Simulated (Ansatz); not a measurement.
# GeH4S: the cost of one run

Method: PBE0-D4, def2-SVP first, then def2-TZVP; program: Ansatz 0.2.0, Gaussian basis.

114 further runs of the same task are left out: 114 set aside as unsound or not needed.

## Step 1: The starting structure

The guess: 6 atoms, charge 0, spin multiplicity 1.

Atoms are counted from 1 here; the program's logs count them from 0.

Bond lengths: Ge1–S3 2.502 Å, Ge1–H4 1.895 Å, Ge1–H5 1.636 Å, S3–H6 1.324 Å. Angles: S3–Ge1–H4 74.9°, S3–Ge1–H5 88.1°, H4–Ge1–H5 83.8°, Ge1–S3–H6 96.6°.

As a file:

```
atom     x (Å)     y (Å)     z (Å)
 Ge1  -0.27390  -0.84660  -1.11880
  H2   0.44550   0.89940  -0.17850
  S3   1.26420  -0.24710   0.76120
  H4  -0.24610   1.04820  -1.08690
  H5  -1.52480  -0.66920  -0.08000
  H6   0.33520  -0.18470   1.70300
```

Distances that are to change: Ge1–H2 2.11 Å, Ge1–S3 2.50 Å, H2–S3 1.69 Å.

## Step 2: Constrained relaxation of the guess

hold/in.yaml reads:

```yaml
crystal:
  periodic: [false, false, false]
  atoms:
    - {symbol: Ge, position_ang: [-0.273900, -0.846600, -1.118800]}
    - {symbol: H, position_ang: [0.445500, 0.899400, -0.178500]}
    - {symbol: S, position_ang: [1.264200, -0.247100, 0.761200]}
    - {symbol: H, position_ang: [-0.246100, 1.048200, -1.086900]}
    - {symbol: H, position_ang: [-1.524800, -0.669200, -0.080000]}
    - {symbol: H, position_ang: [0.335200, -0.184700, 1.703000]}
basis:
  gaussian: {orbitals: def2-SVP}
hamiltonian: {xc: pbe0, dispersion: d4}
relax: {f_tol: 0.04, max_steps: 150, escape_saddle: false, constraints: [{distance: [0, 1]}, {distance: [0, 2]}, {distance: [1, 2]}]}
```

Command:

```
$ ansatz run in.yaml --threads 2 --pin off --events-out ev --progress --plain --max-ram 4352MiB
```

**Question.** How long does this run take on 2 threads of Arm Neoverse V2, shared host?

About 6.5 s.
